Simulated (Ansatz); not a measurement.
**NiSi2 (Si2Ni-type): zero-pressure volume and bulk modulus with LDA**

An exercise on one series of results from a longer session: the logs are not shown, and one member is left open.

The COD entry's cell or inner coordinates are ideal or old and differ from later refinements, so a difference from it is no clean test against experiment.

Computed with Ansatz 0.2.0 (DFT LDA, scalar-relativistic, plane waves, PAW, unless a step's input says otherwise).

## Starting point

The structure is cubic, space group Fm-3m (No. 225). The conventional cell has a = 5.395 Å, b = 5.395 Å, c = 5.395 Å, α = 90.00°, β = 90.00°, γ = 90.00°. Si (site symmetry -43m) has 4 Ni at 2.34 Å in its first shell of neighbours. Ni (site symmetry m-3m) is surrounded by 8 Si at 2.34 Å.

As a file:

```
Si Ni
1.0
     0.00000    2.69750    2.69750
     2.69750    0.00000    2.69750
     2.69750    2.69750    0.00000
Si Ni
2 1
Cartesian
  1.3488 1.3488 1.3488
  4.0463 4.0463 4.0463
  0.0000 0.0000 0.0000
```

At PBE, an earlier run found 3.81 GPa for this cell of 13.086 Å³/atom (8×8×8 mesh), no gap, no moment left. The cell is compressed at this level.

Set-up of the first run:

input.yaml

```yaml
crystal:
  lattice:
    - [0.0, 2.6975011173, 2.6975011173]
    - [2.6975011173, 0.0, 2.6975011173]
    - [2.6975011173, 2.6975011173, 0.0]
  atoms:
    - { symbol: Si, position: [0.25, 0.25, 0.25] }
    - { symbol: Si, position: [0.75, 0.75, 0.75] }
    - { symbol: Ni, position: [0.0, 0.0, 0.0], spin: 0.05 }
basis:
  ecutwfc: 420
  ecutrho_ratio: 4
kpoints:
  mp_grid: { grid: [8, 8, 8] }
hamiltonian:
  xc: lda
scf:
  occupations: { method: gaussian, width: 0.05 }
output:
  forces: true
  stress: true
  eigenvalues: true
  populations: true
magnetization:
  spin_polarized: true
checkpoint:
  read: start.run
  write: ck
  compress: false
  write_wavefunctions: false
  write_every: 100000
```

start.run holds the state of a PBE run on this cell.

Launch:

```sh
$ ansatz run input.yaml --threads 4 --pin off --max-ram 8192MiB --backend cpu --events-out ev --progress --plain --runs-dir out
```

Steps of the session up to this table: At the given cell; Stepping to 12.711 Å³/atom; Volume × 0.98 of the new zero; Volume × 1.02 of the new zero; Volume × 0.96 of the new zero; Volume × 1.04 of the new zero.

One table of the session follows, with a row left open; its other results are not shown here.

It belongs to the step «Energy and pressure against volume». 

```
volume (Å³/atom)  energy (meV/atom)  pressure (GPa)
          12.202              11.73            7.70
          12.456               2.77            3.64
          12.711               0.00            0.04
          12.965                  ?               ?
          13.219               9.52           -5.63
```

Q: Estimate the row for volume (Å³/atom) = 12.965 from the others.

Worked estimate for «energy (meV/atom)». A straight line through the neighbours (12.711, 0.00) and (13.219, 9.52) gives 0.00 + (9.52 − 0.00) × (12.965 − 12.711) / (13.219 − 12.711) = 4.76; a parabola fitted to 3 rows on both sides gives 2.26.

**Answer.** energy (meV/atom): 2.50; pressure (GPa): -2.98. In «energy (meV/atom)» the line misses by +2.26 and the parabola by -0.24.

To keep in mind: Warnings in the runs' records: seeded moment not kept.
